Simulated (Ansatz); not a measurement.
A nudged elastic band was laid between two geometries of a periodic cell of 13 atoms, Ca$_{10}$Mg$_{2}$S (surface Ca5Mg(100), adsorbate S).

These are results of DFT PBE, scalar-relativistic, plane waves, PAW (Ansatz), not measurements. Settings: cutoff 420 eV, k mesh 3x3x1, gaussian smearing 0.05 eV, no spin polarisation.

| Item | Value |
| --- | --- |
| movable images | 3 |
| climbing image | yes |
| spring | 5.0 eV/Å² |
| optimiser | quadratic models (default) |
| start path | IDPP |
| force threshold | 0.05 eV/Å |
| iteration limit | 80 |
| end points | relaxed |
| atoms held | 3, 6 |

First end point:

```xyz
13
Lattice="6.6066 0.0000 0.0000 0.0000 6.2103 0.0000 0.0000 0.0000 22.6013" Properties=species:S:1:pos:R:3
Ca 4.289 3.106 4.667
Ca 1.027 3.102 2.544
Ca 4.480 3.105 1.000
Ca 6.554 -0.008 4.412
Ca 3.286 0.000 2.705
Mg 0.000 0.000 1.000
Ca 0.313 3.044 10.535
Ca 4.054 3.187 8.367
Ca 1.000 3.088 6.424
Ca 3.460 0.181 10.367
Ca 6.696 -0.028 8.165
Mg 3.306 0.018 6.480
S 4.266 2.673 11.018
```

Last end point:

Only the atoms that move by more than 0.05 Å are listed.
```
Ca7 0.668 3.105 10.464
Ca8 4.111 3.105 8.402
Ca10 3.294 0.000 10.410
Ca11 6.518 0.000 8.150
Mg12 3.223 0.000 6.525
S13 3.278 3.105 10.976
```

(1) Which bonds break or form, and what moves?

(2) What energy profile does the band end with?

(3) What is the geometry of the highest image?

The band took 5 iterations and about 14 core-minutes.

## Answers

(1) The atom that moves furthest is S13, by 1.08 Å; four of its nearest neighbours are Ca10 2.70, Ca8 2.71, Ca7 2.72, Ca11 4.62 Å at the first end and Ca7 2.66, Ca8 2.71, Ca10 3.16, Ca9 5.08 Å at the last.

(2) The forces met the threshold. The highest image is number 2 of 0 to 4, 0.065 eV above the first end and 0.195 eV above the last; the last end lies 0.130 eV below the first. By the program's own check the climbing image is a first-order saddle point (lowest curvatures found: -1.95 and 0.04 eV/Å²). Limits of this set-up: slab without dipole correction, open-shell adsorbate without spin.

| image | path coordinate (Å) | energy (eV) |
| --- | --- | --- |
| 0 | 0.00 | 0.000 |
| 1 | 0.29 | 0.014 |
| 2 | 0.58 | 0.065 |
| 3 | 1.03 | -0.107 |
| 4 | 1.48 | -0.130 |

(3) 
```xyz
13
Lattice="6.6066 0.0000 0.0000 0.0000 6.2103 0.0000 0.0000 0.0000 22.6013" Properties=species:S:1:pos:R:3
Ca 4.284 3.104 4.673
Ca 1.026 3.101 2.554
Ca 4.480 3.105 1.000
Ca 6.547 -0.012 4.425
Ca 3.282 -0.001 2.713
Mg 0.000 0.000 1.000
Ca 0.402 3.021 10.569
Ca 4.075 3.163 8.375
Ca 0.997 3.081 6.437
Ca 3.473 0.163 10.448
Ca 6.668 -0.037 8.187
Mg 3.298 0.011 6.506
S 3.817 2.822 11.024
```

Run time: 4.1 min on 4 threads of Intel(R) Xeon(R) Platinum 8488C (Sapphire Rapids) (shared host), peak memory 2.8 GiB.
